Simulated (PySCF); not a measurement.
# C2H5ClOSi: the cost of one run

Programs: PySCF 2.14.0, with density-fitted response routines of our own. Each step states its level of theory. These are calculated values for one molecule in the gas phase, unless marked as measured. Atoms are numbered from 0 throughout.

## 1. The molecule as given

10 atoms, charge 0, multiplicity 1; geometry from: GFN2-xTB. The atoms were then displaced at random by about 0.01 Å, so the start is not that level's minimum.

Bonds of the start (Å): C0–C1 1.31, C1–Cl2 1.75, C1–O3 1.35, O3–Si4 1.63, C0–H5 1.10, C0–H6 1.07, Si4–H7 1.47, Si4–H8 1.45, Si4–H9 1.45.

## 2. Geometry optimisation at PBE0-D3(BJ)/def2-SVP

The job: settings as JSON, then the geometry in Å.

```
{"job": {"xc": "PBE0", "basis": "def2-SVP", "d3": "d3bj", "grid": 1, "shake": 0.01, "kind": "geom"}, "charge": 0, "multiplicity": 1}
C     -1.680470     0.520370     1.120280
C     -0.831480     0.234520     0.170170
Cl    -1.319410     0.240850    -1.512330
O      0.466390    -0.083200     0.391090
Si     1.641840    -0.500700    -0.652520
H     -2.718630     0.807760     0.878920
H     -1.388880     0.538560     2.147230
H      2.695950    -0.694970     0.350270
H      1.907910     0.616460    -1.540260
H      1.277220    -1.700580    -1.373900
```

Run with:

```sh
$ OMP_NUM_THREADS=1 python probes_run.py task.json out
```

The driver reads the jobs from task.json and runs them one after another.

Q: Estimate the wall time and peak memory of this first job on 1 thread of Arm Neoverse V1, shared host.

About 28 s, with a peak of 0.42 GiB.
